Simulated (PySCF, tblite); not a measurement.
# C₅H₈OS: a rotation path, then NMR shifts on frames

Aim: move C₅H₈OS (`C#CCC[S@@](C)=O`) away from its starting geometry and see how NMR shifts follow the geometry.

The runs use tblite 0.8.0 and PySCF 2.14.0, with density-fitted response routines of our own; the level of theory stands in each step. All values are computed, except where a source is named. Atoms count from 0, in the outputs and in this text.

## (1) The starting structure

15 atoms, charge 0, multiplicity 1; geometry from: GFN2-xTB.

Bonds of the start (Å): C0–C1 1.20, C1–C2 1.45, C2–C3 1.52, C3–S4 1.86, S4–C5 1.85, S4–O6 1.46, C0–H7 1.05, C2–H8 1.09, C2–H9 1.09, C3–H10 1.09, C3–H11 1.09, C5–H12 1.08, C5–H13 1.08, C5–H14 1.08.

## (2) The rotation path with GFN2-xTB

Job settings and geometry (Å):

```
{"job": {"kind": "neb", "xc": "GFN2-xTB", "basis": "xTB", "atoms": [2, 3, 4, 5], "turn": 120}, "charge": 0, "multiplicity": 1}
C      3.525299    -0.326199     0.199552
C      2.483752     0.144328    -0.154267
C      1.202202     0.675473    -0.570762
C      0.059620    -0.230140    -0.127737
S     -1.544589     0.589958    -0.599342
C     -2.604067    -0.562342     0.384429
O     -1.555635     1.865521     0.116369
H      4.449349    -0.718328     0.503160
H      1.193466     0.784507    -1.659312
H      1.055743     1.664960    -0.126934
H      0.076068    -0.368170     0.952192
H      0.091746    -1.195073    -0.630345
H     -3.634197    -0.244402     0.262244
H     -2.475792    -1.566370    -0.002283
H     -2.327376    -0.505733     1.431124
```

Method: GFN2-xTB climbing-image nudged elastic band, gas phase.

Started as:

```bash
OMP_NUM_THREADS=1 python probes_run.py task.json out
```

This one command runs all jobs of the session in turn.

What it wrote:

```text
image   E - E0 / eV
  0       0.0000
  1       0.0047
  2       0.0193
  3       0.0375
  4       0.0490
  5       0.0456
  6       0.0287
  7       0.0200
  8      -0.0020
```

It took 3.8 s on 1 thread, shared host.

The final band, with the dihedral C2–C3–S4–C5:

```
image  dihedral (°)  energy (eV)  energy (kcal/mol)
    0          -169        0.000                0.0
    1          -157        0.005                0.1
    2          -145        0.019                0.4
    3          -132        0.038                0.9
    4          -120        0.049                1.1
    5          -107        0.046                1.1
    6           -94        0.029                0.7
    7           -76        0.020                0.5
    8           -72       -0.002                0.0
```

## (3) Nuclear shieldings: image 0, PBE0/pcSseg-1

Job settings and geometry (Å):

```
{"job": {"kind": "nmr", "xc": "PBE0", "basis": "pcSseg-1", "pop": false}, "charge": 0, "multiplicity": 1}
C      3.525300    -0.326200     0.199600
C      2.483800     0.144300    -0.154300
C      1.202200     0.675500    -0.570800
C      0.059600    -0.230100    -0.127700
S     -1.544600     0.590000    -0.599300
C     -2.604100    -0.562300     0.384400
O     -1.555600     1.865500     0.116400
H      4.449300    -0.718300     0.503200
H      1.193500     0.784500    -1.659300
H      1.055700     1.665000    -0.126900
H      0.076100    -0.368200     0.952200
H      0.091700    -1.195100    -0.630300
H     -3.634200    -0.244400     0.262200
H     -2.475800    -1.566400    -0.002300
H     -2.327400    -0.505700     1.431100
```

Level: GIAO PBE0/pcSseg-1 NMR shielding, non-relativistic, gas phase.

What it wrote:

```text
coarse grid: 13104 points
cycle   1  E = -667.9047896683  dE =  1.101e+00  |g| = 9.145e-01  |ddm| = 3.798e+00
cycle   2  E = -667.1922714554  dE =  7.125e-01  |g| = 2.055e+00  |ddm| = 3.912e+00
cycle   3  E = -668.0575535065  dE = -8.653e-01  |g| = 2.474e-01  |ddm| = 3.341e+00
cycle   4  E = -668.0708016327  dE = -1.325e-02  |g| = 9.762e-02  |ddm| = 3.542e-01
cycle   5  E = -668.0730323936  dE = -2.231e-03  |g| = 2.331e-02  |ddm| = 1.221e-01
cycle   6  E = -668.0731550977  dE = -1.227e-04  |g| = 6.928e-03  |ddm| = 3.130e-02
cycle   7  E = -668.0731623323  dE = -7.235e-06  |g| = 4.474e-03  |ddm| = 7.716e-03
cycle   8  E = -668.0731673317  dE = -4.999e-06  |g| = 4.831e-04  |ddm| = 3.736e-03
final grid: 121976 points
cycle   9  E = -668.1298010800  dE = -2.531e-05  |g| = 1.041e-02  |ddm| = 3.799e-02
cycle  10  E = -668.1297607136  dE =  4.037e-05  |g| = 1.714e-02  |ddm| = 2.682e-02
cycle  11  E = -668.1298244836  dE = -6.377e-05  |g| = 2.980e-03  |ddm| = 1.920e-02
cycle  12  E = -668.1298262769  dE = -1.793e-06  |g| = 3.032e-04  |ddm| = 2.649e-03
cycle  13  E = -668.1298262931  dE = -1.613e-08  |g| = 1.967e-04  |ddm| = 5.202e-04
cycle  14  E = -668.1298263014  dE = -8.378e-09  |g| = 7.509e-05  |ddm| = 1.790e-04
cycle  15  E = -668.1298263027  dE = -1.307e-09  |g| = 1.259e-05  |ddm| = 7.028e-05
cycle  16  E = -668.1298263028  dE = -3.558e-11  |g| = 2.842e-06  |ddm| = 1.505e-05
converged SCF energy = -668.1298263028

GIAO shielding tensors (ppm)
atom      isotropic    diamagn.    paramagn.     s11        s22        s33       span
  0 C      110.626     257.093    -146.468     37.744     39.017    255.116    217.372
  1 C       99.792     257.545    -157.753     -0.727      3.810    296.293    297.020
  2 C      171.331     250.879     -79.548    156.284    173.591    184.118     27.833
  3 C      124.228     256.786    -132.558     97.669    108.112    166.903     69.234
  4 S      189.413    1053.215    -863.801     19.201    105.218    443.821    424.620
  5 C      140.273     254.167    -113.894    110.095    125.001    185.722     75.627
  6 O      289.887     397.350    -107.463     64.516    335.321    469.824    405.308
  7 H       30.253      33.834      -3.581     24.998     25.006     40.756     15.759
  8 H       29.436      27.630       1.805     23.728     29.227     35.353     11.625
  9 H       28.756      28.494       0.263     22.942     29.654     33.674     10.732
 10 H       29.054      34.223      -5.168     25.105     29.955     32.102      6.997
 11 H       29.417      33.440      -4.023     25.729     29.921     32.599      6.870
 12 H       28.925      28.218       0.707     25.771     26.647     34.358      8.588
 13 H       29.841      30.763      -0.922     26.115     27.891     35.517      9.401
 14 H       29.260      31.206      -1.947     26.241     28.505     33.033      6.792
```

Run time: 17 s. Hardware: 1 thread, shared host.

Shifts follow as δ = σ(reference) − σ, with reference shieldings (ppm) from runs at the same level and on the same kind of geometry: 1H TMS 31.72, 13C TMS 186.9, 17O H2O 336.1, 33S CS2 504. The references are single molecules in the gas phase, so shifts against H2O, NH3, PH3, H3PO4 or CFCl3 are not on the usual liquid scales and can be off by tens of ppm. Each atom is listed at this fixed geometry, with no averaging over motion; a spectrum would average atoms that exchange fast.

```
atoms                              environment  σ (ppm)  δ (ppm)
   C1                            alkyne carbon     99.8     87.1
   C0                   terminal alkyne carbon    110.6     76.3
   C3                      sp3 CH2 bonded to S    124.2     62.7
   C5                methyl carbon bonded to S    140.3     46.7
   C2                      propargylic sp3 CH2    171.3     15.6
   H9        hydrogen on a propargylic sp3 CH2    28.76     2.96
  H12  hydrogen on a methyl carbon bonded to S    28.93     2.79
  H10       hydrogen on an sp3 CH2 bonded to S    29.05     2.66
  H14  hydrogen on a methyl carbon bonded to S    29.26     2.46
  H11       hydrogen on an sp3 CH2 bonded to S    29.42     2.30
   H8        hydrogen on a propargylic sp3 CH2    29.44     2.28
  H13  hydrogen on a methyl carbon bonded to S    29.84     1.88
   H7     hydrogen on a terminal alkyne carbon    30.25     1.46
   S4                         sulfoxide sulfur      189      314
   O6                               S=O oxygen    289.9     46.2
```

## (4) Nuclear shieldings: image 2, PBE0/pcSseg-1

Job settings and geometry (Å):

```
{"job": {"kind": "nmr", "xc": "PBE0", "basis": "pcSseg-1", "pop": false}, "charge": 0, "multiplicity": 1}
C      3.485400    -0.290800     0.284100
C      2.437500     0.164900    -0.070800
C      1.155000     0.685300    -0.494900
C      0.054900    -0.354900    -0.337500
S     -1.582500     0.457600    -0.741700
C     -2.556100    -0.487300     0.513400
O     -1.488800     1.821900    -0.220800
H      4.413200    -0.670400     0.592300
H      1.219900     1.010600    -1.536900
H      0.895100     1.558100     0.112900
H      0.033100    -0.739000     0.680600
H      0.170600    -1.180300    -1.038100
H     -3.588200    -0.159300     0.442300
H     -2.482900    -1.545400     0.291100
H     -2.170600    -0.263100     1.502000
```

Method: GIAO PBE0/pcSseg-1 NMR shielding, non-relativistic, gas phase.

What it wrote:

```text
coarse grid: 13104 points
cycle   1  E = -667.9054064591  dE =  1.099e+00  |g| = 9.118e-01  |ddm| = 3.795e+00
cycle   2  E = -667.1943924857  dE =  7.110e-01  |g| = 2.053e+00  |ddm| = 3.847e+00
cycle   3  E = -668.0566835773  dE = -8.623e-01  |g| = 2.495e-01  |ddm| = 3.259e+00
cycle   4  E = -668.0702158847  dE = -1.353e-02  |g| = 9.726e-02  |ddm| = 3.598e-01
cycle   5  E = -668.0724458063  dE = -2.230e-03  |g| = 2.236e-02  |ddm| = 1.207e-01
cycle   6  E = -668.0725639346  dE = -1.181e-04  |g| = 5.086e-03  |ddm| = 3.002e-02
cycle   7  E = -668.0725678871  dE = -3.952e-06  |g| = 3.315e-03  |ddm| = 6.610e-03
cycle   8  E = -668.0725705817  dE = -2.695e-06  |g| = 6.487e-04  |ddm| = 2.816e-03
final grid: 121976 points
cycle   9  E = -668.1286440592  dE = -2.727e-05  |g| = 1.052e-02  |ddm| = 4.218e-02
cycle  10  E = -668.1286002232  dE =  4.384e-05  |g| = 1.757e-02  |ddm| = 2.768e-02
cycle  11  E = -668.1286679980  dE = -6.777e-05  |g| = 3.012e-03  |ddm| = 1.976e-02
cycle  12  E = -668.1286698606  dE = -1.863e-06  |g| = 3.140e-04  |ddm| = 2.648e-03
cycle  13  E = -668.1286698776  dE = -1.699e-08  |g| = 2.088e-04  |ddm| = 5.600e-04
cycle  14  E = -668.1286698871  dE = -9.529e-09  |g| = 7.563e-05  |ddm| = 1.891e-04
cycle  15  E = -668.1286698884  dE = -1.297e-09  |g| = 1.240e-05  |ddm| = 7.204e-05
cycle  16  E = -668.1286698885  dE = -3.547e-11  |g| = 2.878e-06  |ddm| = 1.526e-05
converged SCF energy = -668.1286698885

GIAO shielding tensors (ppm)
atom      isotropic    diamagn.    paramagn.     s11        s22        s33       span
  0 C      110.522     257.116    -146.594     36.642     39.767    255.156    218.514
  1 C       99.777     257.454    -157.677     -0.040      2.958    296.412    296.453
  2 C      173.030     250.697     -77.668    159.414    173.690    185.984     26.569
  3 C      127.988     256.359    -128.370     92.167    121.813    169.986     77.819
  4 S      201.339    1052.871    -851.532     37.914    109.180    456.923    419.008
  5 C      138.279     254.521    -116.242    111.240    119.644    183.954     72.714
  6 O      294.448     397.853    -103.404     65.939    323.794    493.613    427.674
  7 H       30.260      33.869      -3.610     24.965     25.043     40.771     15.806
  8 H       29.563      27.454       2.109     23.709     29.238     35.741     12.033
  9 H       28.694      29.117      -0.423     22.466     29.685     33.931     11.465
 10 H       29.124      34.399      -5.275     24.535     30.430     32.408      7.874
 11 H       29.176      32.598      -3.422     26.099     28.894     32.535      6.436
 12 H       28.891      28.346       0.545     25.611     26.665     34.396      8.784
 13 H       29.757      30.717      -0.960     26.156     27.740     35.374      9.218
 14 H       29.404      31.467      -2.064     26.518     28.700     32.993      6.475
```

Run time: 16 s. Hardware: 1 thread, shared host.

In short: δ C1 87.1, C0 76.4, C3 58.9, C5 48.6, H9 3.02, H12 2.83 ppm.

[end of part 1 of 2]
